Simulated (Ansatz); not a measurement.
# BeAu2S2: a trial structure relaxed

Aim: relax a trial structure of BeAu2S2 and see where it ends.

Method: DFT PBE, scalar-relativistic, plane waves, PAW, in Ansatz 0.2.0.

2 further runs of the same task are left out: 1 that didn't finish, 1 set aside as unsound or not needed.

## Step 1: The system as given

Symmetry: P4/mmm, No. 123, tetragonal system. The conventional cell has a = 3.730 Å, b = 3.730 Å, c = 7.315 Å, α = 90.00°, β = 90.00°, γ = 90.00°. Around Be (site symmetry 4/mmm) lie 2 S at 1.83 Å. Around S (site symmetry 4mm) lie 1 Be at 1.83 Å and 4 Au at 2.61 Å. Au (site symmetry mmm) has 4 S at 2.61 Å and 4 Au at 2.64 Å as nearest neighbours.

Structure file:

```
Be S Au
1.0
     3.73028    0.00000    0.00000
     0.00000    3.73028    0.00000
     0.00000    0.00000    7.31489
Be S Au
1 2 2
Direct
  0.00000 0.00000 0.50000
  0.00000 0.00000 0.75026
  0.00000 0.00000 0.24974
  0.50000 0.00000 0.00000
  0.00000 0.50000 0.00000
```

Recipe of the guess: random cell by space group and Wyckoff sites (P4/mmm, No. 123). Its size is a rough estimate.

## Step 2: A first look at the guess

The input, input.yaml:

```yaml
crystal:
  lattice:
    - [3.73028493, 0.0, 0.0]
    - [0.0, 3.73028493, 0.0]
    - [0.0, 0.0, 7.31489339]
  atoms:
    - { symbol: Be, position: [0.0, 0.0, 0.5] }
    - { symbol: S, position: [0.0, 0.0, 0.75026464] }
    - { symbol: S, position: [0.0, 0.0, 0.24973536] }
    - { symbol: Au, position: [0.5, 0.0, 0.0] }
    - { symbol: Au, position: [0.0, 0.5, 0.0] }
basis:
  ecutwfc: 420
kpoints:
  mp_grid: { grid: [6, 6, 4] }
hamiltonian:
  xc: pbe
scf:
  occupations: { method: gaussian, width: 0.1 }
  lower_state_search: "off"
output:
  forces: true
  stress: true
  eigenvalues: true
```

Command:

```bash
ansatz run input.yaml --threads 1 --pin off --max-ram 2560MiB --backend cpu --events-out ev --progress --plain --runs-dir out
```

Further runs follow: spin check on a coarse mesh; a loose first relaxation; relaxation on the finer mesh.

Q: Predict the outcome of this session. Wanted: conventional cell; volume; energy over the elements; gap on the mesh.

As calculated:

| quantity | value |
| --- | --- |
| symmetry at the end (tolerance 0.05 Å) | space group P4/mmm (No. 123) |
| conventional cell | a = 4.220 Å, b = 4.220 Å, c = 7.069 Å, α = 90.00°, β = 90.00°, γ = 90.00° |
| volume | 25.18 Å³/atom |
| energy over the elements | +0.20 eV/atom |
| gap on the mesh | none (metal) |

What this shows: The space group P4/mmm (No. 123) is kept, and the volume per atom grows by 23.7 % from the first guess. With a positive formation energy it can't be a ground state. No finished test with a distortion of lower symmetry is shown, so the end may be a saddle point. Spin-orbit coupling is left out for Au. Other magnetic orders were not searched.
